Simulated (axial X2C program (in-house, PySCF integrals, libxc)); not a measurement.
# GaC: properties at the nuclei

Wanted for GaC: properties at the nuclei, at the two-component level.

Computed with an in-house X2C program for linear molecules on PySCF integrals. Level: two-component X2C with atomic mean-field terms, Ga dyall-cv3z, C dyall-v3z.

All values are calculated.

### 1 The job

task.json reads:

```json
{"zs": [31, 6], "q": 0, "bas": ["dyall-cv3z", "dyall-v3z"], "r0": 1.84, "levels": ["PBE0", "HF", "PBE50", "BP86", "BHandHLYP"], "nst": 3}
```

Keys: zs atomic numbers; q charge; bas basis sets; r0 starting distance in Å; levels methods (HF also brings MP2); nst determinants followed.

On the command line:

```bash
$ python soeom.py task.json out
```

The runs that follow: Expectation values, lowest determinant; Expectation values, a higher determinant; Expectation values, a higher determinant.

Q: Predict the outcome of this session. Wanted: lowest determinant; Eeff magnitude; Ws magnitude Ga; A∥/gI Ga; qzz Ga; higher determinant (for each run or level that gives them).

As calculated:

| quantity | value |
| --- | --- |
| lowest determinant | Ω = 3/2 (excess of +ω over −ω: ω = 3/2) |
| Eeff magnitude (GV/cm), PBE0 | 0.72 |
| Ws magnitude Ga (kHz), PBE0 | 0.229 |
| A∥/gI Ga (MHz), PBE0 | -70.5 |
| qzz Ga (a.u.), PBE0 | -2.34 |
| higher determinant | Ω = 1/2 (excess of +ω over −ω: 2 × ω = -1/2, ω = 3/2) |
| Eeff magnitude (GV/cm), PBE0, higher determinant | 1.22 |
| Ws magnitude Ga (kHz), PBE0, higher determinant | 1.04 |
| A∥/gI Ga (MHz), PBE0, higher determinant | -139 |
| qzz Ga (a.u.), PBE0, higher determinant | -2.30 |
| higher determinant | Ω = 1/2 (excess of +ω over −ω: ω = 1/2) |
| Eeff magnitude (GV/cm), PBE0, higher determinant | 1.19 |
| Ws magnitude Ga (kHz), PBE0, higher determinant | 1.05 |
| A∥/gI Ga (MHz), PBE0, higher determinant | 44.8 |
| qzz Ga (a.u.), PBE0, higher determinant | -1.94 |

What this shows: In the first state, the effective field runs from 0.317 to 0.817 GV/cm over the mean-field levels, so the levels don't agree on it. The expectation values come from single determinants, which for open shells can mix terms of unlike spin or miss the lowest Ω, so a determinant need not be a state. Eeff is the effective electric field on the electron dipole moment in this Ω state and Ws the scalar–pseudoscalar constant (defined with the proton number Z and per Ω); A∥ is the parallel hyperfine constant, which follows by multiplying with the nuclear g factor gI = μI/(I μN); qzz is the electric field gradient, eQq0 = 234.96 MHz × Q/barn × qzz; μ is positive if C is the positive end. The operators were transformed with the bare-nucleus X2C matrices.
